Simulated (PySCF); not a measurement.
# doublet [BF3]+: levels of theory compared

Aim: a comparison of 3 runs (UPBE0/aug-cc-pVDZ, USVWN5/aug-cc-pVDZ, UTPSS/aug-cc-pVDZ) of doublet [BF3]+. Input form: a Python script.

The results are computed with PySCF 2.14.0.

1 further run of the same task is left out (set aside as unsound or not needed).

## Step 1: The molecule

[BF3]+ has 4 atoms, charge +1, and is taken as a doublet. SMILES of the parent species: `FB(F)F`. The coordinates come from a PBE0-D4/def2-TZVP relaxation. That shape belongs to the parent species and isn't relaxed for this state.

Bond lengths: F1–B2 1.311 Å, B2–F3 1.311 Å, B2–F4 1.311 Å. Angles: F1–B2–F3 120.0°, F1–B2–F4 120.0°, F3–B2–F4 120.0°.

## Step 2: A single-point energy at UPBE0/aug-cc-pVDZ (run 1)

input.py reads:

```python
from pyscf import gto, dft

molecule = gto.M(
    atom='''
F        0.543870       0.210740       1.174280
B        0.000020       0.000000       0.000010
F       -0.265170      -1.223510      -0.389620
F       -0.278730       1.012770      -0.784660
''',
    spin=1,
    basis='aug-cc-pvdz',
    verbose=3,
    charge=1,
    max_memory=1860,
)

mf = dft.UKS(molecule, xc='pbe0')
mf.conv_tol = 1e-10
mf.grids.level = 5
mf.kernel()
if not mf.converged:
    mf = mf.newton().run(mf.mo_coeff, mf.mo_occ)

etot = mf.e_tot
print('E(%s) = %.9f' % ('PBE0', etot))
```

On the command line:

```
$ OMP_NUM_THREADS=1 python input.py
```

The log of the run:

```text
WARN: HOMO -0.504532809534032 >= LUMO -0.504532809534033

converged SCF energy = -323.711192001638  <S^2> = 0.75649673  2S+1 = 2.0064862
E(PBE0) = -323.711192002
```

It took 21 s on 1 thread of Arm Neoverse V2, shared host; peak memory 0.47 GiB.

## Step 3: The energy at USVWN5/aug-cc-pVDZ (run 2)

input.xyz reads:

```xyz
4
BF3
F      0.543870     0.210740     1.174280
B      0.000020     0.000000     0.000010
F     -0.265170    -1.223510    -0.389620
F     -0.278730     1.012770    -0.784660
```

run.py reads:

```python
from pyscf import gto, dft

mol = gto.M(
    atom='input.xyz',
    max_memory=1860,
    spin=1,
    verbose=4,
    basis='aug-cc-pvdz',
    charge=1,
)

mf = dft.UKS(mol)
mf.xc = 'svwn'
mf.conv_tol = 1e-10
mf.grids.level = 5
mf.kernel()
if not mf.converged:
    mf = mf.newton().run(mf.mo_coeff, mf.mo_occ)

energy = mf.e_tot
print('E(%s) = %.9f' % ('SVWN5', energy))
```

On the command line:

```
$ OMP_NUM_THREADS=1 python run.py
```

The log of the run:

```text
PySCF version 2.14.0

[... 100 lines left out ...]
converged SCF energy = -321.881242597139  <S^2> = 0.75153971  2S+1 = 2.0015391
E(SVWN5) = -321.881242597
```

Run time: 13 s. Hardware: 1 thread of Arm Neoverse V2, shared host; peak memory 0.31 GiB.

## Step 4: The energy at UTPSS/aug-cc-pVDZ (run 3)

calc.py reads:

```python
from pyscf import gto, dft

mol = gto.M(
    atom='F 0.543870 0.210740 1.174280; B 0.000020 -0.000000 0.000010; F -0.265170 -1.223510 -0.389620; F -0.278730 1.012770 -0.784660',
    charge=1,
    max_memory=1860,
    basis='aug-cc-pvdz',
    spin=1,
    verbose=4,
)

ks = dft.UKS(mol)
ks.xc = 'tpss'
ks.grids.level = 5
ks.conv_tol = 1e-10
ks.kernel()
if not ks.converged:
    ks = ks.newton().run(ks.mo_coeff, ks.mo_occ)

etot = ks.e_tot
print(f'total energy: {etot:.8f} hartree')
```

On the command line:

```
$ OMP_NUM_THREADS=1 python calc.py
```

The log of the run:

```text
PySCF version 2.14.0

[... 54 lines left out ...]
WARN: HOMO -0.453936361210815 >= LUMO -0.453936361210816
[... 46 lines left out ...]
converged SCF energy = -324.081089689266  <S^2> = 0.7525015  2S+1 = 2.0024999
total energy: -324.08108969 hartree
```

It took 47 s on 1 thread of Arm Neoverse V2, shared host; peak memory 0.51 GiB.

## Step 5: Overview of the runs

| run | level | energy (Eh) | HOMO energy (eV) | LUMO energy (eV) | ⟨S²⟩ | wall time |
| --- | --- | --- | --- | --- | --- | --- |
| 1 | UPBE0/aug-cc-pVDZ | -323.711192 | -21.39 | -18.40 | 0.756 | 21 s |
| 2 | USVWN5/aug-cc-pVDZ | -321.881243 | -20.12 | -19.35 | 0.752 | 13 s |
| 3 | UTPSS/aug-cc-pVDZ | -324.081090 | -20.05 | -18.88 | 0.753 | 47 s |

## Step 6: Results

| quantity | value |
| --- | --- |
| run 3: total energy | -324.08109 Eh |
| run 3: HOMO energy (highest over α and β) | -20.05 eV |
| run 3: LUMO energy (lowest over α and β) | -18.88 eV |
| run 3: ⟨S²⟩ | 0.753 |

In words: Totals of different functionals can't be ranked against each other. All runs together took 81 s, the longest 47 s.
